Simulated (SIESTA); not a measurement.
Runs of SIESTA 5.4.2 on Hf2Pd2Se2Br2O3. It takes space group Cm (No. 8, monoclinic). The conventional cell has a = 15.354 Å, b = 3.419 Å, c = 13.208 Å, α = 90.00°, β = 107.63°, γ = 90.00°. Hf (site symmetry m) has 3 O at 1.97 to 2.13 Å as nearest neighbours. Around Hf (site symmetry m) lie 3 O at 1.87 to 2.09 Å. Pd (site symmetry m) is surrounded by 2 O at 2.23 Å and 2 Se at 2.41 Å. Around Pd (site symmetry m) lie 4 Se at 2.42 to 2.60 Å. Around Se (site symmetry m) lie 2 Pd at 2.42 Å and 1 Hf at 2.76 Å. Around Se (site symmetry m) lie 4 Pd at 2.41 to 2.60 Å. Br (site symmetry m) has 3 Hf at 2.82 to 3.06 Å and 3 O at 3.21 to 3.22 Å as nearest neighbours. Br (site symmetry m) is surrounded by 2 Hf at 2.73 Å. The cell was built by a generator and needn't be a form met in nature.

```csv
level,U,gap on the mesh (eV),pressure (GPa),largest force (eV/Å)
PBE,-,0.81,(c),0.85
PBE+U,"Hf d U = 4 eV, Pd d U = 4 eV",(a),3.2,1.01
PBE+U,"Hf d U = 6 eV, Pd d U = 6 eV",(b),4.1,1.42
PBE+U,"Hf d U = 2 eV, Pd d U = 2 eV",1.02,2.3,0.85
```

Alike in all rows: task density of states; potentials or basis PseudoDojo 0.4 standard (PBE files), DZP (energy shift 0.003 Ry; two zetas on semicore shells); no spin polarisation; cell as given; k mesh 8 × 8 × 2; smearing fermi-dirac 0.05 eV; grid cutoff 800 Ry; energy shift 0.003 Ry.

**Question.** Estimate the missing entries.

**Answer.** (a) 1.17; (b) 1.27; (c) 1.6.

Caveats: short orbitals over semicore shells can move pressures by several GPa; spin-orbit coupling is left out, which moves the levels of the heavy elements; the basis of atomic orbitals isn't converged, which shifts pressures, moduli and gaps; forces of over 1 eV/Å show positions far from the minimum, so gaps and moduli don't describe the material at rest (some runs).

A k mesh can miss the band edges, and the runs leave out spin-orbit coupling on Br, Hf, Pd, Se.
